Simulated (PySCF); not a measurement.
# Ways to converge the SCF of CsC (quartet)

Aim: find out which solver settings change the answer for CsC (quartet).

Computed with PySCF 2.14.0. Level: method and basis as typed in the scripts.

4 further runs of the same task are left out: 2 for a known fault of the program, 2 that didn't finish.

## Step 1: Where the work starts

CsC (quartet): 2 atoms, charge 0, spin multiplicity 4.

Bond lengths: Cs1–C2 2.915 Å.

## Step 2: The base run

The input, input.py:

```python
from pyscf import gto, dft

mol = gto.M(
    atom='Cs 0 0 0; C 0 0 2.915',
    basis='crenbl',
    ecp={'Cs': 'crenbl', 'C': 'crenbl'},
    charge=0,
    spin=3,
    verbose=4,
)
mf = dft.UKS(mol, xc='pbe0')
mf.kernel()
mf.stability(internal=True, external=True)
mf.dip_moment()
print('orbital energies (hartree):', [e[max(0, n-3):n+3].round(4) for e, n in zip(mf.mo_energy, mol.nelec)])
```

On the command line:

```
$ OMP_NUM_THREADS=1 python input.py
```

The log of this run is left out.

It gives: E(SCF) = -25.616472 Eh, 9 cycles, ⟨S²⟩ = 3.754, μ = 9.79 D, internal stable; real -> complex stable; UHF/UKS -> GHF/GKS unstable.

The bond length is a typed value, not an optimised one. The quartet is typed in the script; nothing here shows that it is the ground state.

## Step 3: Second-order solver on

Run 1 changes second-order solver: off → on.

The input, input.py:

```python
from pyscf import gto, dft

mol = gto.M(
    atom='Cs 0 0 0; C 0 0 2.915',
    basis='crenbl',
    ecp={'Cs': 'crenbl', 'C': 'crenbl'},
    charge=0,
    spin=3,
    verbose=4,
)
mf = dft.UKS(mol, xc='pbe0')
mf = mf.newton()
mf.kernel()
mf.stability(internal=True, external=True)
mf.dip_moment()
print('orbital energies (hartree):', [e[max(0, n-3):n+3].round(4) for e, n in zip(mf.mo_energy, mol.nelec)])
```

On the command line:

```
$ OMP_NUM_THREADS=1 python input.py
```

## Step 4: Point-group symmetry on

Run 2 changes point-group symmetry: off → on.

Edit input.py of step 2 so:

```diff
@@ -8,2 +8,3 @@
     spin=3,
+    symmetry=True,
     verbose=4,
```

**Question.** What will these runs give? Wanted: for each run, E(SCF); from base; gap, α spin; SCF dipole; after the SCF.

The runs gave:

```tsv
run	E(SCF) (hartree)	from base (eV)	cycles	gap, α spin (eV)	SCF dipole (D)	after the SCF
base	-25.616472	0	9	2.66	9.79	unstable: UHF/UKS -> GHF/GKS
second-order solver on	-25.616472	0.0000	3 macro	2.66	9.79	unstable: UHF/UKS -> GHF/GKS
point-group symmetry on	-25.616472	0.0000	9	2.66	9.79	unstable: UHF/UKS -> GHF/GKS (point group kept)
```

Distance from each run's final energy (log10 hartree) by cycle:

```tsv
run	cycle 1	cycle 2	cycle 3	cycle 5	cycle 8	cycle 12
base	-1.6	-1.8	-2.6	-5.1	-9.2	done
second-order solver on	-3.5	-9.2	< -11	done	done	done
point-group symmetry on	-1.6	-1.8	-2.6	-5.1	-9.2	done
```

In words: The SCF energy stays the same, to the digits that matter, with second-order solver on or point-group symmetry on.
